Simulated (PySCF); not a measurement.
# PBE0/def2-TZVP run of CH6FNOSi (SMILES NC(F)O[SiH3])

Aim: the vertical ionisation energy of CH6FNOSi at PBE0/def2-TZVP, from 2 runs. 

The results are computed with PySCF 2.14.0.

**1. The system as given**

CH6FNOSi has 11 atoms, charge 0, and is taken as a singlet. As SMILES, `NC(F)O[SiH3]`. The shape is that of a PBE0-D4/def2-TZVP optimisation. This is one conformer, not always the lowest.

Bond lengths: N1–C2 1.398 Å, C2–F3 1.415 Å, C2–O4 1.367 Å, O4–Si5 1.661 Å, N1–H6 1.012 Å, N1–H7 1.010 Å, C2–H8 1.096 Å, Si5–H9 1.482 Å, Si5–H10 1.480 Å, Si5–H11 1.487 Å. Some angles: N1–C2–F3 112.5°, N1–C2–O4 109.5°, F3–C2–O4 107.4°, C2–O4–Si5 123.4°, N1–C2–H8 110.8°, F3–C2–H8 104.0°, O4–C2–H8 112.6°, C2–N1–H6 111.1°, C2–N1–H7 111.8°, O4–Si5–H9 111.8°.

**2. The energy at PBE0/def2-TZVP**

input.py reads:

```python
from pyscf import gto, dft

molecule = gto.M(
    atom='''
N     -0.272121    -2.570217     2.903186
C      0.570886    -1.343406     0.720742
F     -0.247176    -2.558878    -1.515749
O     -0.357347     1.066750     0.672554
Si    -0.139273     2.952130    -1.826609
H     -2.176398    -2.476675     3.053608
H      0.316718    -4.384165     2.968382
H      2.638247    -1.401799     0.595453
H     -2.063014     2.337213    -3.766224
H     -0.577878     5.526693    -0.824676
H      2.430944     2.744449    -2.941737
''',
    max_memory=1860,
    unit='bohr',
    charge=0,
    spin=0,
    basis='def2-tzvp',
    verbose=3,
)

mf = dft.RKS(molecule)
mf.xc = 'pbe0'
mf.conv_tol = 1e-10
mf.grids.level = 1
mf.kernel()
if not mf.converged:
    mf = mf.newton().run(mf.mo_coeff, mf.mo_occ)

e_tot = mf.e_tot
print('E = %.10f Eh' % e_tot)
```

Run with:

```console
$ OMP_NUM_THREADS=1 python input.py
```

What it wrote:

```text
converged SCF energy = -560.778829257049
E = -560.7788292570 Eh
```

Wall time 35 s (1 thread of Arm Neoverse N1, shared host); peak memory 1.7 GiB.

**3. The doublet cation**

input.py reads:

```python
from pyscf import gto, dft

mol = gto.Mole()
mol.atom = [
    ('N', (-0.144000, -1.360100, 1.536300)),
    ('C', (0.302100, -0.710900, 0.381400)),
    ('F', (-0.130800, -1.354100, -0.802100)),
    ('O', (-0.189100, 0.564500, 0.355900)),
    ('Si', (-0.073700, 1.562200, -0.966600)),
    ('H', (-1.151700, -1.310600, 1.615900)),
    ('H', (0.167600, -2.320000, 1.570800)),
    ('H', (1.396100, -0.741800, 0.315100)),
    ('H', (-1.091700, 1.236800, -1.993000)),
    ('H', (-0.305800, 2.924600, -0.436400)),
    ('H', (1.286400, 1.452300, -1.556700)),
]
mol.spin = 1
mol.verbose = 4
mol.charge = 1
mol.max_memory = 1860
mol.basis = 'def2-tzvp'
mol.build()

mf = dft.UKS(mol, xc='pbe0')
mf.conv_tol = 1e-10
mf.grids.level = 1
mf.kernel()
if not mf.converged:
    mf = mf.newton().run(mf.mo_coeff, mf.mo_occ)

e_final = mf.e_tot
print('E(%s) = %.9f' % ('PBE0', e_final))
```

Run with:

```console
$ OMP_NUM_THREADS=1 python input.py
```

What it wrote:

```text
PySCF version 2.14.0

[INPUT] num. atoms = 11
[INPUT] num. electrons = 49
[INPUT] charge = 1
[INPUT] spin (= nelec alpha-beta = 2S) = 1
[INPUT] symmetry False subgroup None
[INPUT] Mole.unit = angstrom
[INPUT] Symbol           X                Y                Z      unit          X                Y                Z       unit  Magmom
[INPUT]  1 N     -0.144000000000  -1.360100000000   1.536300000000 AA   -0.272120561937  -2.570216502021   2.903186245169 Bohr   0.0
[INPUT]  2 C      0.302100000000  -0.710900000000   0.381400000000 AA    0.570886262231  -1.343406301953   0.720741543909 Bohr   0.0
[INPUT]  3 F     -0.130800000000  -1.354100000000  -0.802100000000 AA   -0.247176177093  -2.558878145274  -1.515749324514 Bohr   0.0
[INPUT]  4 O     -0.189100000000   0.564500000000   0.355900000000 AA   -0.357347210155   1.066750397317   0.672553527733 Bohr   0.0
[INPUT]  5 Si    -0.073700000000   1.562200000000  -0.966600000000 AA   -0.139272815380   2.952130151796  -1.826609272005 Bohr   0.0
[INPUT]  6 H     -1.151700000000  -1.310600000000   1.615900000000 AA   -2.176397577662  -2.476675058855   3.053608444685 Bohr   0.0
[INPUT]  7 H      0.167600000000  -2.320000000000   1.570800000000 AA    0.316718098477  -4.384164608991   2.968381796467 Bohr   0.0
[INPUT]  8 H      1.396100000000  -0.741800000000   0.315100000000 AA    2.638246642505  -1.401798839202   0.595452701850 Bohr   0.0
[INPUT]  9 H     -1.091700000000   1.236800000000  -1.993000000000 AA   -2.063014010188   2.337213270862  -3.766224166258 Bohr   0.0
[INPUT] 10 H     -0.305800000000   2.924600000000  -0.436400000000 AA   -0.577878248892   5.526693023903  -0.824676480760 Bohr   0.0
[INPUT] 11 H      1.286400000000   1.452300000000  -1.556700000000 AA    2.430943686640   2.744449250706  -2.941736658110 Bohr   0.0

nuclear repulsion = 251.819842973178
number of shells = 81
number of NR pGTOs = 295
number of NR cGTOs = 197
basis = def2-tzvp
ecp = {}

[... 33 lines left out ...]
WARN: HOMO -0.326684979432018 >= LUMO -0.326684979432019
[... 82 lines left out ...]
converged SCF energy = -560.395733851725  <S^2> = 0.75771484  2S+1 = 2.0077
E(PBE0) = -560.395733852
```

It took 96 s on 1 thread of Arm Neoverse N1, shared host; peak memory 1.7 GiB.

**4. Outcome**

At PBE0/def2-TZVP:

| quantity | value |
| --- | --- |
| singlet CH6FNOSi: total energy | -560.77883 Eh |
| singlet CH6FNOSi: dipole moment | 0.75 D |
| singlet CH6FNOSi: HOMO energy | -8.09 eV |
| singlet CH6FNOSi: LUMO energy | 0.34 eV |
| singlet CH6FNOSi: HOMO–LUMO gap | 8.43 eV |
| doublet cation: total energy | -560.39573 Eh |
| doublet cation: HOMO energy (highest over α and β) | -13.88 eV |
| doublet cation: LUMO energy (lowest over α and β) | -12.56 eV |
| doublet cation: ⟨S²⟩ | 0.758 |
| vertical ionisation energy (to the doublet cation) | 10.425 eV |

**Reading.** Removing an electron at fixed nuclei costs 10.42 eV (240 kcal/mol). −ε(HOMO) before ionisation, 8.09 eV, is 2.34 eV below this ionisation energy. Mulliken charges (doublet cation) run from -0.24 on O4 to +0.32 on H7.
